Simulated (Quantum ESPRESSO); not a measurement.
## Ti3Se: equation of state with PBEsol

Crystal: Ti3Se.

```
Se Ti
1.0
     3.19745    0.00000    0.00000
    -1.59872    2.76907    0.00000
     0.00000    0.00000    7.94275
Se Ti
1 3
Direct
  0.00000 0.00000 0.00000
  0.66667 0.33333 0.50000
  0.33333 0.66667 0.77290
  0.33333 0.66667 0.22710
```

The cell comes from a database or a generator and needn't be the stable form of this composition.

* Program: Quantum ESPRESSO 7.5
* Task: equation of state
* Functional: PBEsol
* Potentials or basis: GBRV 1.5 PBEsol
* Cutoff: 612 eV
* Density cutoff: 4898 eV
* k mesh: 10 × 10 × 4
* Occupations: fermi-dirac, width 0.05 eV
* Spin: no spin polarisation
* Mixing beta: 0.5
* Most SCF iterations: 120
* SCF threshold: 8e-10 Ry

* Equilibrium volume: 16.91 Å³/atom
* Bulk modulus at fixed shape and positions: 124 GPa
* Pressure derivative of the bulk modulus: 4.1

Energy against volume, from the lowest point:
| volume (Å³/atom) | energy (meV/atom) |
| --- | --- |
| 16.526 | 3.48 |
| 16.878 | 0.00 |
| 17.230 | 2.23 |
| 17.581 | 9.60 |
| 17.933 | 21.59 |
| 18.284 | 37.75 |
| 18.636 | 57.64 |

All runs of the series together: 6.5 min on 2 threads of Arm Neoverse V2 (shared host).

Caveat: the cell was scaled at fixed shape and fractional positions, which overstates the stiffness of a crystal with free parameters, most of all of layers and chains.
